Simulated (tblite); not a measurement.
# C6H11OS: the cost of one run

The runs use tblite 0.8.0 and PySCF 2.14.0, with density-fitted response routines of our own; the level of theory stands in each step. All values are computed, except where a source is named. Atoms count from 0, in the outputs and in this text.

### 1 The molecule as given

19 atoms, charge -1, multiplicity 1; geometry from: force field or distance geometry start.

Bonds of the start (Å): C0–C1 1.52, C1–O2 1.41, O2–C3 1.44, C3–C4 1.53, C4–S5 1.83, C4–C6 1.52, C6–C7 1.50, C7–C4 1.52, C0–H8 1.09, C0–H9 1.08, C0–H10 1.10, C1–H11 1.10, C1–H12 1.10, C3–H13 1.09, C3–H14 1.10, C6–H15 1.10, C6–H16 1.08, C7–H17 1.08, C7–H18 1.09.

### 2 Geometry optimisation with GFN2-xTB

What the job is given:

```
{"job": {"kind": "relax", "xc": "GFN2-xTB", "basis": "xTB"}, "charge": -1, "multiplicity": 1}
C      2.788800     0.968600    -0.048700
C      1.638600     0.042600     0.314900
O      0.744300    -0.014100    -0.771000
C     -0.274900    -1.012400    -0.595000
C     -1.270700    -0.661500     0.510200
S     -1.170900    -1.591100     2.079000
C     -2.686200    -0.290500     0.100900
C     -1.762200     0.769200     0.637600
H      3.512000     1.041900     0.767100
H      3.288000     0.614200    -0.943600
H      2.395700     1.971100    -0.274700
H      1.138900     0.423900     1.217400
H      2.038700    -0.958900     0.542800
H     -0.793800    -1.103000    -1.548500
H      0.202800    -1.984400    -0.421600
H     -3.514400    -0.606700     0.746900
H     -2.935500    -0.260900    -0.945400
H     -1.385200     1.495200    -0.062400
H     -1.963700     1.166100     1.628200
```

The run is started by

```
$ OMP_NUM_THREADS=1 python probes_run.py task.json out
```

This one command runs all jobs of the session in turn.

Q: Estimate the wall time and peak memory of this first job on 1 thread of Intel Xeon Platinum 8259CL at 2.50GHz, shared host.

About 1.2 s, with a peak of 0.18 GiB.
